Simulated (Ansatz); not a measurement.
This script makes an atomisation energy of AlFGeH₄, SMILES [F][AlH][GeH3] with Ansatz's Python interface.

Input file `alfgeh4.xyz`:
```text
7

F    -2.16880   -1.51410    0.62730
Al   -0.45790   -1.29880    0.29100
Ge    0.41850    0.94660   -0.06120
H     0.31360   -2.46840   -0.53000
H     0.02420    1.46150   -1.45940
H    -0.09350    1.90890    1.05010
H     2.02520    0.89620    0.03660
```

`run_tae.py`
```python
from collections import Counter

import ansatz as az


def energy_of(molecule, charge=0, unpaired=0):
    calc = (
        molecule.calculation()
        .basis(gaussian='cc-pVDZ')
        .correlation('ccsd_t')
    )
    if charge:
        calc = calc.charge(charge)
    if unpaired:
        calc = calc.spin('collinear', total=unpaired)
    return calc.run().report['free_energy_ev']


def main() -> None:
    mol = az.Crystal.molecule_from_extxyz('alfgeh4.xyz')

    unpaired = {'F': 1, 'Al': 1, 'Ge': 2, 'H': 1}
    counts = Counter(site.symbol for site in mol.cartesian_sites)
    atom_energy = {s: energy_of(az.Crystal.molecule().atom(s, (0, 0, 0)), 0, unpaired[s]) for s in counts}
    whole = energy_of(mol, 0, 0)
    for s, e in atom_energy.items():
        print(f'{s:2s} x{counts[s]}  {e:14.5f} eV')
    print(f'AlFGeH4: {whole:.5f} eV')
    split = sum(counts[s] * e for s, e in atom_energy.items()) - whole
    print(f'atomisation energy (no zero-point term): {split:.3f} eV, {split / sum(counts.values()):.3f} eV an atom')


if __name__ == '__main__':
    main()
```

What does it cost to take this molecule apart into atoms?

18.534 eV from the electronic energies, without the zero-point term.

The run itself:

```console
$ python run_tae.py
F  x1     -2708.28324 eV
Al x1     -6583.01307 eV
Ge x1    -56473.54335 eV
H  x4       -13.58606 eV
AlFGeH4: -65837.71792 eV
atomisation energy (no zero-point term): 18.534 eV, 2.648 eV an atom
```

Notes:
- Total energies depend on the basis set; only differences at equal settings carry meaning.
- The geometry is a force-field or estimated start, not a minimum of this method, and the basis set is short of its limit. All parts are taken at fixed geometry, without zero-point energy.
- In double-zeta sets correlated atomisation energies come out some 10 to 15 % low.
- For Al to Cl the sets with a tight d function, cc-pV(X+d)Z, are usual.
- Hardware and time: 6.4 s on 1 thread of Arm Neoverse V1, with other jobs on the host, peak memory 0.27 GiB.
